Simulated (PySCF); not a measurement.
# OsS: from the state search to spectroscopic constants

An exercise on one series of results from a longer session: the logs are not shown, and one member is left open.

Method: Os def2-TZVPP with ECP60, S def2-TZVPP, scalar-relativistic core potentials; program: PySCF 2.14.0.

Set-up of the first run:

The job is set up so:

```
atoms                         : Os, S
charge                        : 0
basis                         : Os def2-TZVPP with ECP60, S def2-TZVPP
Hamiltonian                   : scalar-relativistic core potentials
basis functions               : 98
electrons treated             : 32
masses in u                   : 191.9615, 31.9721
levels                        : PBE0, PBE, r²SCAN, M06-2X, B2PLYP, revPBE, BP86, ωB97X-V, HF, MP2, SCS-MP2, CCSD, CCSD(T)
grid                          : 80 radial by 434 angular points
occupations                   : held fixed by the projection of orbital angular momentum
dissociation limit            : Os + S, each in its ground configuration
starting distance in angstrom : 2.210
values of 2S to try           : 0, 2, 4, 6, 8
```

Run with:

```
$ OMP_NUM_THREADS=2 python dia.py task.json out
```

Among the steps run: Input; PBE0 along the bond; Higher solutions at PBE0; PBE (GGA); r²SCAN; M06-2X (hybrid meta-GGA); B2PLYP; revPBE; BP86; ωB97X-V (range-separated hybrid); ROHF (mean field); Adding correlation.

One table of the session follows, with a row left open; its other results are not shown here.

```
    level  Re (Å)  ωe (cm⁻¹)  De (eV)  μ (D)
     ROHF   2.109        492     1.28  -5.57
ROHF-CCSD   2.082        545     3.60    n/a
      PBE   2.091        523     4.86  -2.37
   revPBE   2.098        515     4.58  -2.51
     BP86       ?          ?        ?      ?
   r²SCAN   2.083        535     4.57  -2.94
     PBE0   2.074        545     4.30  -2.98
   M06-2X   2.066        547     3.87  -3.13
  ωB97X-V   2.067        566     4.21  -3.31
   B2PLYP   2.089        533     4.26  -3.54
```

**Question.** Estimate the row for BP86.

**Answer.** Re (Å): 2.094; ωe (cm⁻¹): 520; De (eV): 4.80; μ (D): -2.30. In the column «Re (Å)» it lies between PBE (2.091) and revPBE (2.098).

De is counted to Os + S in their ground configurations.

To keep in mind: The state is the lowest single determinant that the PBE0 search found; with open d or f shells the true ground state can be another one.
